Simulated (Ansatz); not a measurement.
Predict the output of the script below (the Ansatz DFT code, driven from Python).

The script, `run_torsion.py`:
```python
"""Energy of CH4ClFSSi as one group turns about a bond."""

import logging
import sys
import warnings

import ansatz as az
from ase import Atoms

logging.basicConfig(stream=sys.stdout, format="%(name)s: %(message)s")
logger = logging.getLogger("ansatz_job")
logger.setLevel(logging.INFO)


def main() -> None:
    warnings.simplefilter("ignore", az.DeckWarning)

    atoms = Atoms(["C", "Si", "F", "S", "Cl", "H", "H", "H", "H"], positions=[
        (-0.1834, -0.9522, -0.7453),
        (0.5188, 0.4863, 0.1706),
        (1.4529, -0.0959, 1.2949),
        (-0.9339, 1.6556, 1.1121),
        (1.5982, 1.6745, -1.1125),
        (0.5341, -1.5073, -1.2403),
        (-0.7812, -1.5596, -0.0915),
        (-0.8701, -0.5353, -1.5475),
        (-1.2468, 0.7874, 2.1424),
    ])

    # relax first, so that the scan starts from a minimum
    first = (
        az.Crystal.molecule_from_ase(atoms).calculation()
        .basis(gaussian="cc-pVDZ")  # atom-centred Gaussian functions
        .functional("CAM-B3LYP")
        .relax(force_tolerance=0.02, max_steps=80)  # relax until the tolerances are met
    )
    atoms.positions = first.run(threads=1, pin="off").report["positions_ang"]

    start = atoms.get_dihedral(2, 1, 0, 5)
    energies = {}
    for turn in range(0, 121, 20):
        turned = atoms.copy()
        turned.set_dihedral(2, 1, 0, 5, start + turn, indices=[0, 5, 6, 7])
        setup = az.Crystal.molecule_from_ase(turned).calculation()
        setup = setup.basis(gaussian="cc-pVDZ")
        setup = setup.functional("CAM-B3LYP")
        energies[round((start + turn) % 360)] = setup.run(threads=1, pin="off").report["free_energy_ev"]
    floor = min(energies.values())
    logger.info("dihedral F2-Si1-C0-H5 (deg)   E - E(min) (eV)")
    for angle, e in sorted(energies.items()):
        logger.info(f"{angle:8d} {(e - floor):14.3f}  " + "#" * int(30 * (e - floor) / max(max(energies.values()) - floor, 1e-9)))


if __name__ == "__main__":
    main()
```

```console
$ python run_torsion.py
ansatz_job: dihedral F2-Si1-C0-H5 (deg)   E - E(min) (eV)
ansatz_job:        3          0.055  ##############################
ansatz_job:       23          0.041  ######################
ansatz_job:       43          0.014  #######
ansatz_job:       63          0.000
ansatz_job:      303          0.000
ansatz_job:      323          0.014  #######
ansatz_job:      343          0.042  ######################
```

Caveats:
- The settings weren't tested for convergence.
- The scan is rigid and the energies are electronic, in a modest basis. With rigid groups the curve can differ much from the relaxed path, the start wasn't checked as a minimum of this torsion, and equivalent turns needn't return to the same energy.
- Timing: 56 s on 1 thread of AMD EPYC 9B45 (Zen 5) (shared host), peak memory 0.36 GiB.

(A comment or docstring line of the script was reworded after the run, the code is as it ran.)
